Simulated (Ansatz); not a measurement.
# GeBr: what a guessed cell relaxes into

The task: take a trial cell of GeBr to zero force and stress.

Program: Ansatz 0.2.0. Level of theory: DFT PBE, scalar-relativistic, plane waves, PAW. These are calculated values, not measurements.

## Step 1: The system as given

The structure is trigonal, space group R-3m (No. 166). The conventional cell has a = 3.177 Å, b = 3.177 Å, c = 16.183 Å, α = 90.00°, β = 90.00°, γ = 120.00°. Ge (site symmetry -3m) is surrounded by 6 Ge at 3.18 Å and 6 Br at 3.26 Å. Br (site symmetry -3m) is surrounded by 6 Br at 3.18 Å and 6 Ge at 3.26 Å.

Coordinates:

```cif
data_structure
_symmetry_space_group_name_H-M 'R-3m:H'
_symmetry_Int_Tables_number 166
_cell_length_a 3.1770
_cell_length_b 3.1770
_cell_length_c 16.1835
_cell_angle_alpha 90.000
_cell_angle_beta 90.000
_cell_angle_gamma 120.000
_cell_volume 141.46
loop_
_atom_site_label
_atom_site_type_symbol
_atom_site_symmetry_multiplicity
_atom_site_Wyckoff_symbol
_atom_site_fract_x
_atom_site_fract_y
_atom_site_fract_z
_atom_site_occupancy
Ge1 Ge 3 a 0.00000 0.00000 0.00000 1
Br1 Br 3 b 0.33333 0.66667 0.16667 1
```

A structure generator made this guess: species swapped into a database cell of AgPt (R-3m, No. 166), with Ge on the Ag sites and Br on the Pt sites. Its size is a rough estimate.

## Step 2: A first look at the guess

input.yaml reads:

```yaml
crystal:
  lattice:
    - [1.58848133, 0.91711012, 5.39448371]
    - [-1.58848133, 0.91711012, 5.39448371]
    - [0.0, -1.83422024, 5.39448371]
  atoms:
    - { symbol: Ge, position: [0.0, 0.0, 0.0] }
    - { symbol: Br, position: [0.5, 0.5, 0.5] }
basis:
  ecutwfc: 420
kpoints:
  mp_grid: { grid: [6, 6, 6] }
hamiltonian:
  xc: pbe
scf:
  occupations: { method: gaussian, width: 0.1 }
  lower_state_search: "off"
output:
  forces: true
  stress: true
  eigenvalues: true
```

The run is started by

```console
$ ansatz run input.yaml --threads 1 --pin off --max-ram 2560MiB --backend cpu --events-out ev --progress --plain --runs-dir out
```

Further runs follow: final relaxation.

Q: Predict the outcome of this session. Wanted: conventional cell; volume; energy over the elements; gap on the mesh.

As calculated:

```
                              quantity                                                                        value
symmetry at the end (tolerance 0.05 Å)                                                   space group R-3m (No. 166)
                     conventional cell  a = 3.559 Å, b = 3.559 Å, c = 13.405 Å, α = 90.00°, β = 90.00°, γ = 120.00°
                                volume                                                                24.51 Å³/atom
              energy over the elements                                                                +0.09 eV/atom
                       gap on the mesh                                                                 none (metal)
```

The space group R-3m (No. 166) is kept, and the volume per atom grows by 4.0 % from the first guess. The formation energy is positive, so the separate elements lie lower. No finished test with a distortion of lower symmetry is shown, so the end may be a saddle point. The final runs have no spin polarisation, so no magnetic state was tried and one may lie lower.
